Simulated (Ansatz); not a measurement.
Write a Python script for the Python package of Ansatz (0.2.0) that makes a single point from an input written key by key of C2H6AlClGe, SMILES [Cl][Al]1[CH2][GeH2][CH2]1. Level of theory: Hartree-Fock, def2-SVP basis, multiplicity 1.

`input.yaml`
```yaml
crystal:
  periodic: [false, false, false]
  atoms:
    - { symbol: Cl, position_ang: [-2.2313, 2.3385, -1.6179] }
    - { symbol: Al, position_ang: [-0.5468, 1.231, -0.8924] }
    - { symbol: C, position_ang: [0.1022, 0.8753, 0.9543] }
    - { symbol: Ge, position_ang: [0.6375, -0.978, 0.6865] }
    - { symbol: C, position_ang: [-0.007, -0.6983, -1.1479] }
    - { symbol: H, position_ang: [1.0465, 1.4768, 1.2004] }
    - { symbol: H, position_ang: [-0.6264, 1.0008, 1.7427] }
    - { symbol: H, position_ang: [2.1237, -1.2468, 0.7844] }
    - { symbol: H, position_ang: [-0.3953, -1.9126, 1.5] }
    - { symbol: H, position_ang: [0.8405, -0.804, -1.8136] }
    - { symbol: H, position_ang: [-0.8783, -1.3396, -1.3759] }
basis:
  gaussian: { orbitals: def2-SVP }
hamiltonian:
  xc: hf
```

`deck.py`
```python
"""Run C2H6AlClGe from an input written out key by key."""

import ansatz as az


def main() -> None:
    session = az.Session.from_deck("input.yaml")
    rep = session.plan(threads=1).execute().report

    print("reference energy %16.6f eV" % rep["reference_energy_ev"])
    print("total energy     %16.6f eV" % rep["free_energy_ev"])
    print("occupied orbitals outside the frozen core (up, down):", rep["n_occupied"], " frozen:", rep["n_frozen"], " virtual:", rep["n_virtual"])
    symbols = ["Cl", "Al", "C", "Ge", "C", "H", "H", "H", "H", "H", "H"]


if __name__ == "__main__":
    main()
```

```console
$ python deck.py
reference energy    -77702.043562 eV
total energy        -77702.043562 eV
occupied orbitals outside the frozen core (up, down): [40, 40]  frozen: 0  virtual: [86, 86]
```

Notes:
- Total energies depend on the basis set; only differences at equal settings carry meaning.
- The geometry is a force-field or estimated start, not a minimum of this method, and the basis set is short of its limit.
- Timing: 2.8 s on 1 thread of Arm Neoverse V1, on a shared host, peak memory 0.32 GiB.

(Lines on the test bed's own set-up are left out of the output.)
